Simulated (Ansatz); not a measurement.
**C2H7Cl2NOZr: vertical ionisation energy**

How much energy removes an electron from C2H7Cl2NOZr at fixed geometry? The cation is run at each level and the neutral's energy taken from earlier runs.

Method: unrestricted cation, the program's frozen cores in correlated methods; program: Ansatz 0.2.0, Gaussian basis.

Plan: UKS PBE-D4/def2-TZVPP; UKS r2SCAN-D4/def2-TZVPP; UKS PBE0-D4/def2-TZVPP; UKS B3LYP-D4/def2-TZVPP; UKS wB97X-V/def2-TZVPP; UKS wB97M-V/def2-TZVPP; UKS B2PLYP/def2-TZVPP; UHF-CCSD(T)/def2-TZVPP; UHF-MP2/def2-QZVPP; extrapolation to the limit; then −ε(HOMO) from the neutral's earlier runs with LDA (SPW92), PBE-D4, revPBE-D4, BLYP-D4, r2SCAN-D4, B97M-V, PBE0-D4, B3LYP-D4, r2SCANh-D4, r2SCAN0-D4, HSE06-D4, BHLYP-D4, CAM-B3LYP-D4, LC-ωPBE, ωB97X-V, ωB97M-V.

## Step 1: The geometry

An earlier PBE0-D4 in a triple-zeta def2 set relaxation fixed the geometry. Zr takes the def2 core potential; no spin-orbit term is included.

SMILES `C[NH][Zr]([Cl])([Cl])[O]C`, 14 atoms, charge 0, spin multiplicity 1.

Atoms are counted from 1 here; the program's logs count them from 0.

Bond lengths: C1–N2 1.448 Å, C1–H8 1.096 Å, C1–H9 1.092 Å, C1–H10 1.096 Å, N2–Zr3 2.002 Å, N2–H11 1.016 Å, Zr3–Cl4 2.373 Å, Zr3–Cl5 2.373 Å, Zr3–O6 1.887 Å, O6–C7 1.395 Å, C7–H12 1.094 Å, C7–H13 1.094 Å, C7–H14 1.094 Å. Angles: N2–C1–H8 111.9°, N2–C1–H9 109.8°, N2–C1–H10 111.9°, H8–C1–H9 107.5°, H8–C1–H10 108.1°, H9–C1–H10 107.5°, C1–N2–Zr3 132.6°, C1–N2–H11 111.1°, Zr3–N2–H11 116.4°, N2–Zr3–Cl4 108.9°, N2–Zr3–Cl5 108.9°, N2–Zr3–O6 105.1°, Cl4–Zr3–Cl5 110.1°, Cl4–Zr3–O6 111.8°, Cl5–Zr3–O6 111.8°, Zr3–O6–C7 170.5°, O6–C7–H12 110.2°, O6–C7–H13 110.3° and more.

## Step 2: Cation, UKS PBE-D4/def2-TZVPP

File in.yaml:

```yaml
crystal:
  periodic: [false, false, false]
  atoms:
    - {symbol: C, position_ang: [-0.414561, -1.867380, 1.178823]}
    - {symbol: N, position_ang: [-0.769130, -1.572860, -0.194247]}
    - {symbol: Zr, position_ang: [-0.467020, 0.028795, -1.357325]}
    - {symbol: Cl, position_ang: [0.810900, -0.624252, -3.246904]}
    - {symbol: Cl, position_ang: [-2.569613, 0.881496, -2.051606]}
    - {symbol: O, position_ang: [0.464650, 1.257716, -0.270250]}
    - {symbol: C, position_ang: [1.149011, 2.304670, 0.347400]}
    - {symbol: H, position_ang: [-1.299023, -2.054213, 1.798010]}
    - {symbol: H, position_ang: [0.117424, -1.018579, 1.612954]}
    - {symbol: H, position_ang: [0.242339, -2.741225, 1.252625]}
    - {symbol: H, position_ang: [-1.265848, -2.350992, -0.618020]}
    - {symbol: H, position_ang: [2.094533, 2.494821, -0.168076]}
    - {symbol: H, position_ang: [0.544463, 3.215714, 0.327924]}
    - {symbol: H, position_ang: [1.361876, 2.046279, 1.388674]}
basis:
  gaussian: {orbitals: def2-TZVPP}
total_charge: 1
magnetization: {spin_polarized: true, initial_magnetization: 1}
hamiltonian: {xc: pbe, dispersion: d4}
```

Launch:

```console
$ ansatz run in.yaml --threads 2 --pin off --events-out ev --progress --plain --max-ram 32768MiB --backend cuda --devices 0, --max-vram 18GiB
```

Output:

```text
Functional definition: PBE
  name "PBE"
  cite "Perdew, Burke & Ernzerhof, Phys. Rev. Lett. 77, 3865 (1996) doi:10.1103/PhysRevLett.77.3865"
  parent pbe
  parameter kappa = 0.804
  parameter beta = 0.06672455060314922
  exchange = pbe_x(kappa = kappa, mu = beta*pi^2/3)
  correlation = pbe_c(beta = beta)
1979 factors; their error is unknown
mean field evaluation 1: about -32000.4771 eV, gradient 9.0e1 eV
mean field evaluation 2: about -31566.3951 eV, gradient 2.6e2 eV
mean field evaluation 4: about -31997.6386 eV, gradient 9.5e1 eV
mean field evaluation 8: about -32035.6153 eV, gradient 6.7e0 eV
mean field evaluation 16: about -32035.8410 eV, gradient 3.6e-1 eV
mean field evaluation 32: about -32035.8413 eV, gradient 1.1e-4 eV
mean field evaluation 64: about -32034.3572 eV, gradient 3.2e0 eV
mean field -32035.84130796 eV, -1177.2954533944 hartree, gradient 1.9e-6 eV, S^2 0.754773; 10 other end points of the search recorded, 0 dependent functions left out
reference -32035.84137310 eV, -1177.2954557882 hartree; 40, 39 occupied and 322, 323 virtual orbitals, 1979 factors
Total energy: -32036.17789592 eV, -1177.3078227739 hartree
```

Wall time 22 s (1 × H100 (card shared with other runs) with 2 threads, shared host).

The neutral molecule at this level: -32044.9415 eV. Difference: 8.764 eV. ⟨S²⟩ = 0.755.

## Step 3: Cation, UKS r2SCAN-D4/def2-TZVPP

Edit in.yaml of step 2 so:

```diff
@@ -21,2 +21,2 @@
 magnetization: {spin_polarized: true, initial_magnetization: 1}
-hamiltonian: {xc: pbe, dispersion: d4}
+hamiltonian: {xc: r2scan, dispersion: d4}
```

The command is unchanged.

Output, cut to the lines that bear on the results:

```text
Functional definition: r2SCAN
  name "r2SCAN"
  cite "Furness, Kaplan, Ning, Perdew & Sun, J. Phys. Chem. Lett. 11, 8208 (2020) doi:10.1021/acs.jpclett.0c02405"
  cite "Furness, Kaplan, Ning, Perdew & Sun, J. Phys. Chem. Lett. 11, 9248 (2020) doi:10.1021/acs.jpclett.0c03077"
  parent r2scan
[...]
1979 factors; their error is unknown
[...]
mean field -32048.56164489 eV, -1177.7629171543 hartree, gradient 9.6e-6 eV, S^2 0.759427; 6 other end points of the search recorded, 0 dependent functions left out
reference -32048.56166720 eV, -1177.7629179745 hartree; 40, 39 occupied and 322, 323 virtual orbitals, 1979 factors
Total energy: -32048.65310770 eV, -1177.7662783508 hartree
```

Run time: 27 s. Hardware: 1 × H100 (card shared with other runs) with 2 threads, shared host.

Less the neutral's -32057.4955 eV (earlier run), this gives 8.842 eV. ⟨S²⟩ = 0.759.

## Step 4: Cation, UKS PBE0-D4/def2-TZVPP

Edit in.yaml of step 3 so:

```diff
@@ -21,2 +21,2 @@
 magnetization: {spin_polarized: true, initial_magnetization: 1}
-hamiltonian: {xc: r2scan, dispersion: d4}
+hamiltonian: {xc: pbe0, dispersion: d4}
```

The command is unchanged.

Output:

```text
Functional definition: PBE0
  name "PBE0"
  cite "Adamo & Barone, J. Chem. Phys. 110, 6158 (1999) doi:10.1063/1.478522"
  cite "Perdew, Burke & Ernzerhof, Phys. Rev. Lett. 77, 3865 (1996) doi:10.1103/PhysRevLett.77.3865"
  parent pbe
  parameter a = 0.25
  parameter kappa = 0.804
  parameter beta = 0.06672455060314922
  exchange = (1 - a)*pbe_x(kappa = kappa, mu = beta*pi^2/3) + a*exact_x
  correlation = pbe_c(beta = beta)
2119 factors; their error is unknown
mean field evaluation 1: about -32012.5750 eV, gradient 7.5e1 eV
mean field evaluation 2: about -31800.7200 eV, gradient 2.2e2 eV
mean field evaluation 4: about -32026.1456 eV, gradient 4.7e1 eV
mean field evaluation 8: about -32037.1485 eV, gradient 8.1e-1 eV
mean field evaluation 16: about -32037.2401 eV, gradient 4.7e-3 eV
mean field -32037.24005870 eV, -1177.3468565360 hartree, gradient 3.2e-5 eV, S^2 0.758517; 0 other end points of the search recorded, 0 dependent functions left out
reference -32037.24010656 eV, -1177.3468582947 hartree; 40, 39 occupied and 322, 323 virtual orbitals, 2119 factors
Total energy: -32037.53435160 eV, -1177.3576716005 hartree
```

It took 11 s on 1 × H100 (card shared with other runs) with 2 threads, shared host.

The neutral molecule at this level: -32046.5571 eV. Difference: 9.023 eV. ⟨S²⟩ = 0.759.

## Step 5: Cation, UKS B3LYP-D4/def2-TZVPP

Edit in.yaml of step 4 so:

```diff
@@ -21,2 +21,2 @@
 magnetization: {spin_polarized: true, initial_magnetization: 1}
-hamiltonian: {xc: pbe0, dispersion: d4}
+hamiltonian: {xc: {name: B3LYP}, dispersion: d4}
```

Same command.

Output, cut to the lines that bear on the results:

```text
Functional definition: B3LYP
  name "B3LYP"
  cite "Stephens, Devlin, Chabalowski & Frisch, J. Phys. Chem. 98, 11623 (1994) doi:10.1021/j100096a001"
  cite "Becke, Phys. Rev. A 38, 3098 (1988) doi:10.1103/PhysRevA.38.3098"
  cite "Lee, Yang & Parr, Phys. Rev. B 37, 785 (1988) doi:10.1103/PhysRevB.37.785"
  cite "Vosko, Wilk & Nusair, Can. J. Phys. 58, 1200 (1980) doi:10.1139/p80-159"
[...]
2051 factors; their error is unknown
[...]
mean field -32053.92790341 eV, -1177.9601235176 hartree, gradient 4.3e-5 eV, S^2 0.758408; 4 other end points of the search recorded, 0 dependent functions left out
reference -32053.92826163 eV, -1177.9601366819 hartree; 40, 39 occupied and 322, 323 virtual orbitals, 2051 factors
Total energy: -32054.46539514 eV, -1177.9798759745 hartree
```

Wall time 18 s (1 × H100 (card shared with other runs) with 2 threads, shared host).

The neutral molecule at this level: -32063.5194 eV. Difference: 9.054 eV. ⟨S²⟩ = 0.758.

## Step 6: Cation, UKS wB97X-V/def2-TZVPP

Edit in.yaml of step 5 so:

```diff
@@ -21,2 +21,2 @@
 magnetization: {spin_polarized: true, initial_magnetization: 1}
-hamiltonian: {xc: {name: B3LYP}, dispersion: d4}
+hamiltonian: {xc: {name: wB97X-V}}
```

The command is unchanged.

Output, cut to the lines that bear on the results:

```text
Functional definition: wB97X-V
  name "wB97X-V"
  cite "Mardirossian & Head-Gordon, Phys. Chem. Chem. Phys. 16, 9904 (2014) doi:10.1039/C3CP54374A"
  cite "Becke, J. Chem. Phys. 107, 8554 (1997) doi:10.1063/1.475007"
  cite "Vydrov & Van Voorhis, J. Chem. Phys. 133, 244103 (2010) doi:10.1063/1.3521275"
[...]
      + integral(e_c_pw_opposite_spin*poly(b97_u_opposite, cos0, cos1)) + vv10(b, c)
2042 factors; their error is unknown
452 factors; integrals over basis functions are off by at most 1.3e-5 eV
[...]
mean field -32045.87138220 eV, -1177.6640518241 hartree, gradient 3.8e-5 eV, S^2 0.755919; 0 other end points of the search recorded, 0 dependent functions left out
reference -32045.87137905 eV, -1177.6640517083 hartree; 40, 39 occupied and 322, 323 virtual orbitals, 2042 factors
Total energy: -32045.87137905 eV, -1177.6640517083 hartree
```

Run time: 18 s. Hardware: 1 × H100 (card shared with other runs) with 2 threads, shared host.

The neutral molecule at this level: -32055.0910 eV. Difference: 9.220 eV. ⟨S²⟩ = 0.756.

## Step 7: Cation, UKS wB97M-V/def2-TZVPP

Edit in.yaml of step 6 so:

```diff
@@ -21,2 +21,2 @@
 magnetization: {spin_polarized: true, initial_magnetization: 1}
-hamiltonian: {xc: {name: wB97X-V}}
+hamiltonian: {xc: {name: wB97M-V}}
```

Launched as before.

Output, cut to the lines that bear on the results:

```text
Functional definition: wB97M-V
  name "wB97M-V"
  cite "Mardirossian & Head-Gordon, J. Chem. Phys. 144, 214110 (2016) doi:10.1063/1.4952647"
  cite "Becke, J. Chem. Phys. 107, 8554 (1997) doi:10.1063/1.475007"
  cite "Vydrov & Van Voorhis, J. Chem. Phys. 133, 244103 (2010) doi:10.1063/1.3521275"
  # Of w^i u^j: cxij and so on, Table III.
[...]
  gx(w, u) = 1 - cx + cx01*u + cx10*w
  gss(w, u) = css00 + css04*u^4 + css10*w + css20*w^2 + css43*w^4*u^3
  gos(w, u) = cos00 + cos10*w + (cos20 + cos21*u)*w^2 + (cos60 + cos61*u)*w^6
[...]
      + integral(e_c_pw_mod_opposite_spin*gos(b97_w_opposite, b97_u_opposite)) + vv10(b, c)
2029 factors; their error is unknown
452 factors; integrals over basis functions are off by at most 1.3e-5 eV
[...]
mean field -32046.25747996 eV, -1177.6782406550 hartree, gradient 3.2e-5 eV, S^2 0.755660; 0 other end points of the search recorded, 0 dependent functions left out
reference -32046.25755929 eV, -1177.6782435704 hartree; 40, 39 occupied and 322, 323 virtual orbitals, 2029 factors
Total energy: -32046.25755929 eV, -1177.6782435704 hartree
```

It took 22 s on 1 × H100 (card shared with other runs) with 2 threads, shared host; peak host memory 1.3 GiB.

The neutral molecule at this level: -32055.4605 eV. Difference: 9.203 eV. ⟨S²⟩ = 0.756.

## Step 8: Cation, UKS B2PLYP (frozen core)/def2-TZVPP

Edit in.yaml of step 7 so:

```diff
@@ -21,2 +21,2 @@
 magnetization: {spin_polarized: true, initial_magnetization: 1}
-hamiltonian: {xc: {name: wB97M-V}}
+hamiltonian: {xc: {name: B2PLYP}}
```

Launched as before.

Output, cut to the lines that bear on the results:

```text
Functional definition: B2PLYP
  name "B2PLYP"
  cite "Grimme, J. Chem. Phys. 124, 034108 (2006) doi:10.1063/1.2148954"
  cite "Becke, Phys. Rev. A 38, 3098 (1988) doi:10.1103/PhysRevA.38.3098"
  cite "Lee, Yang & Parr, Phys. Rev. B 37, 785 (1988) doi:10.1103/PhysRevB.37.785"
[...]
2189 factors; integrals over basis functions are off by at most 9.7e-4 eV
[...]
mean field -32025.23437025 eV, -1176.9056556231 hartree, gradient 8.0e-6 eV, S^2 0.759192; 1 other end points of the search recorded, 0 dependent functions left out
14 core orbitals not correlated: weight in the atoms' cores, before any rotation towards them, 1.000 or more for the frozen orbitals, at most 0.000 for the correlated occupied ones
reference -32025.23459509 eV, -1176.9056638860 hartree; 26, 25 occupied and 322, 323 virtual orbitals, 2189 factors
second order -49.29665013 eV of doubles, -0.00000000 eV of singles
Total energy: -32038.54469063 eV, -1177.3948008750 hartree
```

Wall time 19 s (1 × H100 (card shared with other runs) with 2 threads, shared host); peak host memory 1.7 GiB.

The neutral molecule at this level: -32047.6554 eV. Difference: 9.111 eV. ⟨S²⟩ = 0.759.

## Step 9: Cation, UHF-CCSD(T)/def2-TZVPP

Edit in.yaml of step 8 so:

```diff
@@ -21,2 +21,3 @@
 magnetization: {spin_polarized: true, initial_magnetization: 1}
-hamiltonian: {xc: {name: B2PLYP}}
+correlation: {method: ccsd_t}
+scf: {omitted_lower_state_checks: [cluster_reference]}
```

The command is unchanged.

Output, cut to the lines that bear on the results:

```text
Functional definition: HF
  name "HF"
  cite "Fock, Z. Phys. 61, 126 (1930) doi:10.1007/BF01340294"
  parent pbe
[...]
2189 factors; integrals over basis functions are off by at most 9.7e-4 eV
[...]
mean field -31966.43410390 eV, -1174.7447856909 hartree, gradient 9.7e-6 eV, S^2 0.762734; 0 other end points of the search recorded, 0 dependent functions left out
14 core orbitals not correlated: weight in the atoms' cores, before any rotation towards them, 1.000 or more for the frozen orbitals, at most 0.000 for the correlated occupied ones
reference -31966.43410390 eV, -1174.7447856909 hartree; 26, 25 occupied and 322, 323 virtual orbitals, 2189 factors
second order -40.12142460 eV of doubles, -0.00000000 eV of singles
cycle   1  -40.46328577 eV  change   -3.4e-1 eV  update   2.0e-1
[...]
cycle  16  -41.81882193 eV  change    8.1e-6 eV  update   2.1e-5
perturbative correction -1.86443521 eV, -0.0685167301 hartree
Total energy: -32010.11736103 eV, -1176.3501157811 hartree
Checks for a lower state left out: cluster_reference
```

Wall time 4.1 min (1 × H100 (card shared with other runs) with 2 threads, shared host); peak host memory 1.6 GiB.

Less the neutral's -32019.3178 eV (earlier run), this gives 9.200 eV. ⟨S²⟩ = 0.763. T1 = 0.022 (report).

## Step 10: Cation, UHF-MP2/def2-QZVPP

Edit in.yaml of step 9 so:

```diff
@@ -18,6 +18,6 @@
 basis:
-  gaussian: {orbitals: def2-TZVPP}
+  gaussian: {orbitals: "def2-QZVPP.json"}
 total_charge: 1
 magnetization: {spin_polarized: true, initial_magnetization: 1}
-correlation: {method: ccsd_t}
+correlation: {method: mp2}
 scf: {omitted_lower_state_checks: [cluster_reference]}
```

Same command.

Output, cut to the lines that bear on the results:

```text
Functional definition: HF
  name "HF"
  cite "Fock, Z. Phys. 61, 126 (1930) doi:10.1007/BF01340294"
  parent pbe
[...]
3946 factors; integrals over basis functions are off by at most 8.4e-4 eV
[...]
mean field -31967.52384219 eV, -1174.7848328346 hartree, gradient 7.5e-6 eV, S^2 0.762802; 0 other end points of the search recorded, 0 dependent functions left out
14 core orbitals not correlated: weight in the atoms' cores, before any rotation towards them, 1.000 or more for the frozen orbitals, at most 0.000 for the correlated occupied ones
reference -31967.52384219 eV, -1174.7848328346 hartree; 26, 25 occupied and 619, 620 virtual orbitals, 3946 factors
second order -43.98942654 eV of doubles, -0.00000000 eV of singles
Total energy: -32011.51326873 eV, -1176.4014144427 hartree
Checks for a lower state left out: cluster_reference
```

Run time: 17 s. Hardware: 1 × H100 (card shared with other runs) with 2 threads, shared host; peak host memory 1.4 GiB.

The neutral molecule at this level: -32021.0746 eV. Difference: 9.561 eV. ⟨S²⟩ = 0.763.

## Step 11: From triple and quadruple zeta to the limit

No new run: Hartree-Fock is extrapolated as exp(−7.88√X) and correlation as X^−2.97, with X = 3 and 4; only MP2 was run in the larger set, so CCSD(T) minus MP2 is added from the smaller one.

```
  level  energy at the limit (eV)
     HF               -31967.6739
    MP2               -32014.5286
   CCSD               -32016.2259
CCSD(T)               -32018.0904
```

The neutral's limit, from its own earlier runs, is -32027.4571 eV in the additive form (MP2 limit plus CCSD(T) minus MP2 in triple zeta), in which the cation has -32018.0904 eV.

## Step 12: The ladder

Differences are taken before rounding.

```
            method  ionisation energy (eV)  from CCSD(T)/CBS (eV)     time
            PBE-D4                    8.76                  -0.60     32 s
         r2SCAN-D4                    8.84                  -0.52     37 s
           PBE0-D4                    9.02                  -0.34     20 s
          B3LYP-D4                    9.05                  -0.31     31 s
           ωB97X-V                    9.22                  -0.15     34 s
           ωB97M-V                    9.20                  -0.16     38 s
            B2PLYP                    9.11                  -0.26     26 s
     HF/def2-TZVPP                    8.01                  -1.36         
    MP2/def2-TZVPP                    9.47                  +0.10         
   CCSD/def2-TZVPP                    9.17                  -0.20         
CCSD(T)/def2-TZVPP                    9.20                  -0.17  4.4 min
       CCSD(T)/CBS                    9.37                      0  4.9 min
```

Among the levels timed on like hardware and quicker than the yardstick, those that no quicker one beats, quickest first: PBE0-D4 (20 s, -0.34 eV); B2PLYP (26 s, -0.26 eV); ωB97X-V (34 s, -0.15 eV).

Times add the cation's run and the neutral's; HF, MP2 and CCSD come out of the CCSD(T) runs.

Orbital estimates, from the neutral's runs:

```
  functional  −ε(HOMO) (eV)  by energy difference (eV)
 LDA (SPW92)           6.13                           
      PBE-D4           5.98                       8.76
   revPBE-D4           5.92                           
     BLYP-D4           5.84                           
   r2SCAN-D4           6.25                       8.84
      B97M-V           6.32                           
     PBE0-D4           7.29                       9.02
    B3LYP-D4           7.06                       9.05
  r2SCANh-D4           6.74                           
  r2SCAN0-D4           7.48                           
    HSE06-D4           6.89                           
    BHLYP-D4           8.51                           
CAM-B3LYP-D4           8.65                           
     LC-ωPBE          10.03                           
     ωB97X-V           9.67                       9.22
     ωB97M-V           9.56                       9.20
```

## Step 13: Outcome

| quantity | value |
| --- | --- |
| ionisation energy, CCSD(T)/CBS | 9.37 eV |
| nearest functional by difference | ωB97X-V (-0.15 eV) |
| nearest −ε(HOMO) | ωB97M-V (+0.19 eV) |
| −ε(HOMO) of PBE | 5.98 eV |
| T1 of the cation | 0.022 |

In words: Energy differences with functionals land within 0.60 eV of the reference. The PBE orbital energy is 3.4 eV too small: a semilocal HOMO is no ionisation energy. Among orbital estimates ωB97M-V comes nearest. Hartree-Fock falls 1.36 eV short, as the neutral has more correlation energy than the cation. The cation may have settled in a state other than its lowest; no search over hole states beyond the program's own was made. Correlated methods include outer-core shells of Zr, which these sets cover unevenly.

ωB97X-V reaches 0.15 eV from the reference in 34 s, where CCSD(T)/CBS took 4.9 min; the quickest level in the cost chart, PBE0-D4, takes 20 s and misses by 0.34 eV.
